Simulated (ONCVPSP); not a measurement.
# Pseudopotential generation for Ga: ONCV, PBE

Aim: build the potential from the settings below, then test how well it stands in for the atom: other configurations, scattering, ghost states and the plane-wave cutoff that it needs.

The numbers are computed with ONCVPSP 4.0.1 (PBE, scalar-relativistic, spin-unpolarised reference atom).

## 1. The design

Typed settings, in words:

```json
{"element": "gallium (Ga, Z = 31)", "type": "optimised norm-conserving Vanderbilt (ONCV)", "frozen core": "[Ne]", "valence charge": "21", "reference configuration": "3s2 3p6 3d10 4s2 4p1", "partial waves": "3s+4s: rc 1.25 bohr, ncon 4, nbas 8, qcut 9.4 1/bohr, 2 projectors; 3p+4p: rc 1.00 bohr, ncon 4, nbas 9, qcut 16.8 1/bohr, 2 projectors; 3d: rc 1.25 bohr, ncon 4, nbas 9, qcut 10.6 1/bohr, 2 projectors, debl 2.1 Ha", "local potential": "polynomial inside 0.70 bohr (lpopt 3, dvloc0 1 Ha)", "core correction": "not asked for"}
```

The outer shells as boxes (Hund's rule for the drawing; the calculation is spin-unpolarised):

```
[Ne] core
3s [↑↓]
3p [↑↓][↑↓][↑↓]
3d [↑↓][↑↓][↑↓][↑↓][↑↓]
4s [↑↓]
4p [↑ ][  ][  ]
```

The nodes and maxima of the atom's own shells, from an earlier all-electron run, set the scale for the radii.

All-electron outer shells of the reference configuration (PBE, scalar-relativistic, ld1.x):

```csv
shell,level (eV),outermost node (bohr),outermost maximum (bohr)
2s,-1262.33,0.07,0.18
2p,-1098.84,–,0.15
3s,-148.13,0.27,0.56
3p,-98.86,0.24,0.56
3d,-19.15,–,0.53
4s,-8.95,0.81,1.90
4p,-2.58,0.87,2.53
```

## 2. The generation run

File Ga.dat:

```
# ATOM AND REFERENCE CONFIGURATION
# atsym  z   nc   nv     iexc    psfile
  Ga 31.00    3    5        4      upf
#
#   n    l    f
    1    0    2.00
    2    0    2.00
    2    1    6.00
    3    0    2.00
    3    1    6.00
    3    2   10.00
    4    0    2.00
    4    1    1.00
#
# PSEUDOPOTENTIAL AND OPTIMIZATION
# lmax
    2
#
#   l,   rc,      ep,       ncon, nbas, qcut
    0    1.25    0.00    4    8    9.40
    1    1.00    0.00    4    9   16.80
    2    1.25    0.00    4    9   10.60
#
# LOCAL POTENTIAL
# lloc, lpopt,  rc(5),   dvloc0
    4    3    0.70    1.00
#
# VANDERBILT-KLEINMAN-BYLANDER PROJECTORs
# l, nproj, debl
    0    2    1.00
    1    2    0.50
    2    2    2.10
#
# MODEL CORE CHARGE
# icmod, fcfact, rcfact
    0    0.00    0.00
#
# LOG DERIVATIVE ANALYSIS
# epsh1, epsh2, depsh
   -7.00    5.00    0.04
#
# OUTPUT GRID
# rlmax, drl
    6.00    0.01
#
# TEST CONFIGURATIONS
# ncnf
    4
# nvcnf
#   n    l    f
    5
    3    0    2.00
    3    1    6.00
    3    2   10.00
    4    0    2.00
    4    1    0.00
#
    5
    3    0    2.00
    3    1    6.00
    3    2   10.00
    4    0    1.00
    4    1    0.00
#
    5
    3    0    2.00
    3    1    6.00
    3    2   10.00
    4    0    0.00
    4    1    0.00
#
    5
    3    0    2.00
    3    1    6.00
    3    2   10.00
    4    0    0.00
    4    1    3.00
#
```

Launch:

```sh
$ oncvpsp.x < Ga.dat > Ga.out
```

**Question.** What will these runs give? Wanted: cutoffs for 1 and 0.1 mHa per electron, occupied waves; bound ghosts; GHOST(+) flags; largest test error; largest phase difference near zero energy, channels read.

**Answer**, as computed:

| quantity | value |
| --- | --- |
| cutoffs for 1 and 0.1 mHa per electron, occupied waves | 57 Ha and 172 Ha |
| bound ghosts | none found |
| GHOST(+) flags | none at low energy |
| largest test error (AE − PS) | -0.8 meV, for 3s2 3p6 3d10 4s1 4p0 (1 test unsolved) |
| largest phase difference near zero energy, channels read | 0.000 rad |

The worst unpolarised test, 3s2 3p6 3d10 4s1 4p0, is off by 0.8 meV on 26.8 eV; by total energies transferability rates as very good where solved. Of the tests 1 gave no usable energy difference, which is a warning in itself. By its cutoff, 57 Ha for the looser tolerance, it is hard. The tighter tolerance needs 172 Ha, and converged work needs a cutoff nearer that. The program's ghost test flags no bound state. Near zero energy the phases of the channels with partial waves agree within 0.001 rad. These are tests on the free atom; a crystal test is still owed.
